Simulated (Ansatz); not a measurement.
**SiH4SO2: small, medium and large basis sets**

Aim: see how fast density functionals converge with the basis set for SiH4SO2.

Program: Ansatz 0.2.0, Gaussian basis. Level of theory: one geometry, several basis sets. These are calculated values, not measurements.

The runs, in order: PBE0-D4/def2-SVP; ωB97M-V/def2-SVP; PBE0-D4/def2-QZVPP; ωB97M-V/def2-QZVPP; the functionals' def2-TZVPP values are taken from earlier runs.

## 1. The geometry

All runs share one geometry, relaxed beforehand with PBE0-D4 in a triple-zeta def2 set.

8 atoms, charge 0, spin multiplicity 1.

Atoms are counted from 1 here; the program's logs count them from 0.

Bond lengths: O1–Si2 1.641 Å, O1–H5 0.959 Å, Si2–O3 1.629 Å, Si2–S4 2.137 Å, Si2–H6 1.476 Å, O3–H7 0.959 Å, S4–H8 1.345 Å. Angles: Si2–O1–H5 116.5°, O1–Si2–O3 106.1°, O1–Si2–S4 110.0°, O1–Si2–H6 114.4°, O3–Si2–S4 115.3°, O3–Si2–H6 107.0°, S4–Si2–H6 104.3°, Si2–O3–H7 117.6°, Si2–S4–H8 94.4°.

Coordinates:

```mol
H4O2SSi
  3D, bonds by distance, orders not assigned

  8  7  0  0  0  0  0  0  0  0999 V2000
   -0.6498    1.0548   -0.7853 O   0  0
    0.2682    0.3034    0.3490 Si  0  0
    1.6702   -0.0830   -0.3860 O   0  0
   -0.8077   -1.3429    1.1848 S   0  0
   -1.5912    1.1018   -0.6104 H   0  0
    0.6088    1.1442    1.5132 H   0  0
    1.6356   -0.3082   -1.3173 H   0  0
   -1.0417   -1.9273   -0.0036 H   0  0
  1  2  8  0
  2  3  8  0
  2  4  8  0
  1  5  8  0
  2  6  8  0
  3  7  8  0
  4  8  8  0
M  END
```

## 2. PBE0-D4 in def2-SVP

in.yaml reads:

```yaml
crystal:
  periodic: [false, false, false]
  atoms:
    - {symbol: O, position_ang: [-0.649801, 1.054808, -0.785309]}
    - {symbol: Si, position_ang: [0.268249, 0.303393, 0.349024]}
    - {symbol: O, position_ang: [1.670166, -0.083003, -0.386045]}
    - {symbol: S, position_ang: [-0.807746, -1.342900, 1.184753]}
    - {symbol: H, position_ang: [-1.591248, 1.101813, -0.610442]}
    - {symbol: H, position_ang: [0.608759, 1.144187, 1.513201]}
    - {symbol: H, position_ang: [1.635566, -0.308219, -1.317319]}
    - {symbol: H, position_ang: [-1.041747, -1.927276, -0.003562]}
basis:
  gaussian: {orbitals: def2-SVP}
hamiltonian: {xc: pbe0, dispersion: d4}
output: {orbitals: {seedname: orbitals}}
```

Started as:

```console
ansatz run in.yaml --threads 2 --pin off --events-out ev --progress --plain --max-ram 4352MiB
```

After this run come: ωB97M-V in def2-SVP; PBE0-D4 in def2-QZVPP; ωB97M-V in def2-QZVPP.

Before running them: what should the planned runs give, taken together? Wanted: PBE0-D4: double and triple zeta above quadruple; ωB97M-V: double and triple zeta above quadruple.

As calculated:

| quantity | value |
| --- | --- |
| PBE0-D4: double and triple zeta above quadruple | 13.02, 0.86 eV |
| ωB97M-V: double and triple zeta above quadruple | 13.07, 0.82 eV |

What this shows: For PBE0-D4 the step from double to triple zeta gains 12.16 eV and the next only 0.86 eV. Total energies overstate the basis error of differences, where much of it tends to cancel. The LUMO of ωB97M-V is positive and keeps falling with the basis (2.81 to 1.37 eV): an unbound level that the basis holds in place.
